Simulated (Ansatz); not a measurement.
# AlCl4−: geometry and frequencies at several levels, part 2 of 2

Aim: geometry and frequencies at several levels, for AlCl4−, with the cost of each level. Charge -1.

Ansatz 0.2.0, Gaussian bases. Earlier steps stand in the parts before.

## Step 9: Relaxation, PBE-D4/def2-SVPD

input.yaml reads:

```yaml
crystal:
  periodic: [false, false, false]
  atoms:
    - { symbol: Cl, position_ang: [-1.71252069, -0.40942357, -1.29342801] }
    - { symbol: Al, position_ang: [-8.679e-05, 7.984e-05, -7.089e-05] }
    - { symbol: Cl, position_ang: [-0.01666876, 2.10468603, 0.58586194] }
    - { symbol: Cl, position_ang: [1.84840539, -0.44113717, -1.07769797] }
    - { symbol: Cl, position_ang: [-0.11957916, -1.25378513, 1.78500492] }
total_charge: -1
basis:
  gaussian: { orbitals: def2-SVPD }
hamiltonian:
  xc: pbe
  dispersion: d4
relax:
  f_tol: 0.002
  max_steps: 150
```

Command:

```console
$ ansatz run input.yaml --threads 4 --pin off --max-ram 10240MiB --backend cpu --events-out ev --progress --plain --runs-dir out
```

The log of the run, shortened:

```text
Warning: RAYON_NUM_THREADS=4 ignored (pool sized by the plan → 4); use --threads N
[...]
Functional definition: PBE
[...]
1333 factors; their error is unknown
[...]
mean field -56657.08807054 eV, -2082.1095830388 hartree, gradient 5.9e-5 eV, S^2 0.000000; 0 other end points of the search recorded, 0 dependent functions left out
[...]
reference -56657.08811210 eV, -2082.1095845661 hartree; 41, 41 occupied and 91, 91 virtual orbitals, 1333 factors
relax step   1: F+E_penalty+E_count = -56657.32199314 eV  Δ(F+E_penalty+E_count) = +0.000e0 eV  max|allowed force component| = 2.224e-2 eV/Å  Δτ_max = 0.0000 Å  (21 SCF iters, accepted)
[...]
relax step   2: F+E_penalty+E_count = -56657.32206724 eV  Δ(F+E_penalty+E_count) = -7.410e-5 eV  max|allowed force component| = 5.672e-3 eV/Å  Δτ_max = 0.0013 Å  (17 SCF iters, accepted)
[...]
relax step   3: F+E_penalty+E_count = -56657.32207244 eV  Δ(F+E_penalty+E_count) = -5.207e-6 eV  max|allowed force component| = 2.023e-5 eV/Å  Δτ_max = 0.0004 Å  (17 SCF iters, accepted)
1333 factors; their error is unknown
[...]
mean field -56657.08841095 eV, -2082.1095955486 hartree, gradient 7.5e-6 eV, S^2 0.000000; 1 other end points of the search recorded, 0 dependent functions left out
[...]
reference -56657.08845252 eV, -2082.1095970764 hartree; 41, 41 occupied and 91, 91 virtual orbitals, 1333 factors
Total energy: -56657.32211402 eV, -2082.1181839779 hartree
Atom 0 at    -1.713862    -0.409662    -1.294474 Å, force    -0.000017    -0.000007    -0.000013 eV/Å
Atom 1 at    -0.000090     0.000084    -0.000067 Å, force    -0.000003     0.000006     0.000013 eV/Å
Atom 2 at    -0.016770     2.106331     0.586318 Å, force     0.000003     0.000012     0.000003 eV/Å
Atom 3 at     1.849854    -0.441569    -1.078513 Å, force     0.000020    -0.000003    -0.000013 eV/Å
Atom 4 at    -0.119582    -1.254763     1.786406 Å, force    -0.000003    -0.000008     0.000010 eV/Å
Dipole moment:     0.000000    -0.000001    -0.000001 e Å
```

Wall time 3.1 s (4 threads of Intel Xeon Platinum 8488C (Sapphire Rapids), shared host); peak memory 0.23 GiB.

Relaxation path:

| step | energy from step 1 (eV) | largest force component (eV/Å) |
| --- | --- | --- |
| 1 | 0.0000 | 0.0222 |
| 2 | -0.0001 | 0.0057 |
| 3 | -0.0001 | 0.0000 |

Step 1 is the start.

Before: Bond lengths: Cl1–Al2 2.185 Å, Al2–Cl3 2.185 Å, Al2–Cl4 2.185 Å, Al2–Cl5 2.185 Å. Angles: Cl1–Al2–Cl3 109.5°, Cl1–Al2–Cl4 109.5°, Cl1–Al2–Cl5 109.5°, Cl3–Al2–Cl4 109.5°, Cl3–Al2–Cl5 109.5°, Cl4–Al2–Cl5 109.5°.

After: Bond lengths: Cl1–Al2 2.186 Å, Al2–Cl3 2.186 Å, Al2–Cl4 2.186 Å, Al2–Cl5 2.186 Å. Angles: Cl1–Al2–Cl3 109.5°, Cl1–Al2–Cl4 109.5°, Cl1–Al2–Cl5 109.5°, Cl3–Al2–Cl4 109.5°, Cl3–Al2–Cl5 109.5°, Cl4–Al2–Cl5 109.5°.

## Step 10: Frequencies, PBE-D4/def2-SVPD

input.yaml reads:

```yaml
crystal:
  periodic: [false, false, false]
  atoms:
    - { symbol: Cl, position_ang: [-1.7138623, -0.40966211, -1.29447405] }
    - { symbol: Al, position_ang: [-8.978e-05, 8.368e-05, -6.662e-05] }
    - { symbol: Cl, position_ang: [-0.01677043, 2.1063309, 0.58631816] }
    - { symbol: Cl, position_ang: [1.84985432, -0.44156921, -1.07851316] }
    - { symbol: Cl, position_ang: [-0.11958182, -1.25476326, 1.78640567] }
total_charge: -1
basis:
  gaussian: { orbitals: def2-SVPD }
hamiltonian:
  xc: pbe
  dispersion: d4
phonons: {}
```

Command:

```console
$ ansatz run input.yaml --threads 4 --pin off --max-ram 10240MiB --backend cpu --events-out ev --progress --plain --runs-dir out
```

The log of the run, shortened:

```text
Warning: RAYON_NUM_THREADS=4 ignored (pool sized by the plan → 4); use --threads N
[...]
[... 1 set-up line as earlier in the session ...]
[...]
1333 factors; their error is unknown
[...]
mean field -56657.08841095 eV, -2082.1095955486 hartree, gradient 4.2e-5 eV, S^2 0.000000; 0 other end points of the search recorded, 0 dependent functions left out
[...]
reference -56657.08845252 eV, -2082.1095970764 hartree; 41, 41 occupied and 91, 91 virtual orbitals, 1333 factors
[...]
1333 factors; their error is unknown
[...]
mean field -56657.08828227 eV, -2082.1095908195 hartree, gradient 1.4e-6 eV, S^2 0.000000; 0 other end points of the search recorded, 0 dependent functions left out
[...]
reference -56657.08832383 eV, -2082.1095923471 hartree; 41, 41 occupied and 91, 91 virtual orbitals, 1333 factors
[...]
1333 factors; their error is unknown
[...]
1333 factors; their error is unknown
mean field -56657.08832778 eV, -2082.1095924920 hartree, gradient 1.2e-6 eV, S^2 0.000000; 0 other end points of the search recorded, 0 dependent functions left out
[...]
reference -56657.08836934 eV, -2082.1095940196 hartree; 41, 41 occupied and 91, 91 virtual orbitals, 1333 factors
Total energy: -56657.32211402 eV, -2082.1181839779 hartree
Atom 0 at    -1.713862    -0.409662    -1.294474 Å, force    -0.000013    -0.000005    -0.000011 eV/Å
Atom 1 at    -0.000090     0.000084    -0.000067 Å, force    -0.000001     0.000001    -0.000000 eV/Å
Atom 2 at    -0.016770     2.106331     0.586318 Å, force     0.000002     0.000017     0.000006 eV/Å
Atom 3 at     1.849854    -0.441569    -1.078513 Å, force     0.000015    -0.000002    -0.000011 eV/Å
Atom 4 at    -0.119582    -1.254763     1.786406 Å, force    -0.000003    -0.000010     0.000016 eV/Å
Dipole moment:    -0.000001     0.000001    -0.000000 e Å
Vibrations: 103.06 103.06 160.97 160.97 160.97 321.61 479.61 479.61 479.61 cm⁻¹, zero-point energy 0.151848 eV
```

Wall time 6.4 s (4 threads of Intel Xeon Platinum 8488C (Sapphire Rapids), shared host); peak memory 0.23 GiB.

Harmonic frequencies (cm⁻¹; negative: imaginary): 103, 103, 161, 161, 161, 322, 480, 480, 480.

## Step 11: The levels compared

| level | Cl1–Al2 (Å) | Al2–Cl3 (Å) | Al2–Cl4 (Å) | rotational constants (MHz) | highest frequency (cm⁻¹) | CPU time |
| --- | --- | --- | --- | --- | --- | --- |
| HF/STO-3G | 2.1135 | 2.1135 | 2.1135 | 1213.3, 1213.3, 1213.3 | 651 | 4.4 s |
| HF/6-31G* | 2.1694 | 2.1694 | 2.1694 | 1151.6, 1151.6, 1151.6 | 510 | 9 s |
| LDA/def2-SVPD | 2.1591 | 2.1591 | 2.1591 | 1162.6, 1162.6, 1162.6 | 501 | 11 s |
| PBE-D4/def2-SVPD | 2.1864 | 2.1864 | 2.1864 | 1133.7, 1133.7, 1133.7 | 480 | 11 s |

Constants are for the commonest isotopes at the equilibrium geometry; times are CPU times of the relaxations.

## Step 12: Summary of results

The summary covers parts 1 to 2.

| quantity | value |
| --- | --- |
| Cl1–Al2 at PBE-D4/def2-SVPD | 2.186 Å |
| Al2–Cl3 at PBE-D4/def2-SVPD | 2.186 Å |
| Al2–Cl4 at PBE-D4/def2-SVPD | 2.186 Å |
| frequencies at PBE-D4/def2-SVPD | 103 to 480 cm⁻¹ |

The Cl–Al distance spreads over 0.073 Å, from HF/STO-3G (shortest) to PBE-D4/def2-SVPD. No mode is imaginary, so the geometry is a minimum.
